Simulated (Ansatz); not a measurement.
# C4H4F6O: the cost of one run

Program: Ansatz 0.2.0, Gaussian basis. Level of theory: the settings change from run to run. These are calculated values, not measurements.

**1. The molecule**

The structure was relaxed beforehand with PBE0-D4 in a triple-zeta def2 set.

SMILES `FCC(F)C(F)(F)OC(F)F`, 15 atoms, charge 0, spin multiplicity 1.

Atoms are counted from 1 here; the program's logs count them from 0.

Bond lengths: F1–C2 1.374 Å, C2–C3 1.507 Å, C2–H12 1.092 Å, C2–H13 1.093 Å, C3–F4 1.376 Å, C3–C5 1.528 Å, C3–H14 1.094 Å, C5–F6 1.337 Å, C5–F7 1.347 Å, C5–O8 1.374 Å, O8–C9 1.379 Å, C9–F10 1.344 Å, C9–F11 1.334 Å, C9–H15 1.090 Å. Angles: F1–C2–C3 109.0°, F1–C2–H12 108.8°, F1–C2–H13 108.8°, C3–C2–H12 110.3°, C3–C2–H13 110.1°, H12–C2–H13 109.8°, C2–C3–F4 110.3°, C2–C3–C5 112.3°, C2–C3–H14 110.3°, F4–C3–C5 107.9°, F4–C3–H14 108.2°, C5–C3–H14 107.7°, C3–C5–F6 108.6°, C3–C5–F7 109.1°, C3–C5–O8 115.5°, F6–C5–F7 107.9°, F6–C5–O8 105.5°, F7–C5–O8 110.0° and more.

**2. PBE-QIDH/6-31G***

Input file in.yaml:

```yaml
crystal:
  periodic: [false, false, false]
  atoms:
    - {symbol: F, position_ang: [-1.638502, 1.530087, -2.032575]}
    - {symbol: C, position_ang: [-0.738767, 1.305106, -1.018324]}
    - {symbol: C, position_ang: [-1.110787, 0.030854, -0.305242]}
    - {symbol: F, position_ang: [-0.801422, -1.059487, -1.084853]}
    - {symbol: C, position_ang: [-0.379704, -0.121775, 1.028225]}
    - {symbol: F, position_ang: [-0.793323, 0.845247, 1.853974]}
    - {symbol: F, position_ang: [-0.711846, -1.305795, 1.579031]}
    - {symbol: O, position_ang: [0.987423, 0.004584, 0.972017]}
    - {symbol: C, position_ang: [1.727608, -0.990934, 0.368622]}
    - {symbol: F, position_ang: [2.148748, -0.556967, -0.831641]}
    - {symbol: F, position_ang: [2.809348, -1.185806, 1.124413]}
    - {symbol: H, position_ang: [0.261786, 1.219858, -1.447636]}
    - {symbol: H, position_ang: [-0.773796, 2.148123, -0.323306]}
    - {symbol: H, position_ang: [-2.185231, 0.010260, -0.100396]}
    - {symbol: H, position_ang: [1.176867, -1.924155, 0.246993]}
basis:
  gaussian: {orbitals: "6-31G*"}
hamiltonian: {xc: {name: PBE-QIDH}}
output: {forces: true}
```

The run is started by

```bash
> ansatz run in.yaml --threads 5 --pin off --events-out ev --progress --plain --max-ram 66560MiB --backend cpu
```

What time and memory should one allow on 5 threads of AMD EPYC 7R13, shared host?

About 17 s, with a peak of 0.67 GiB.
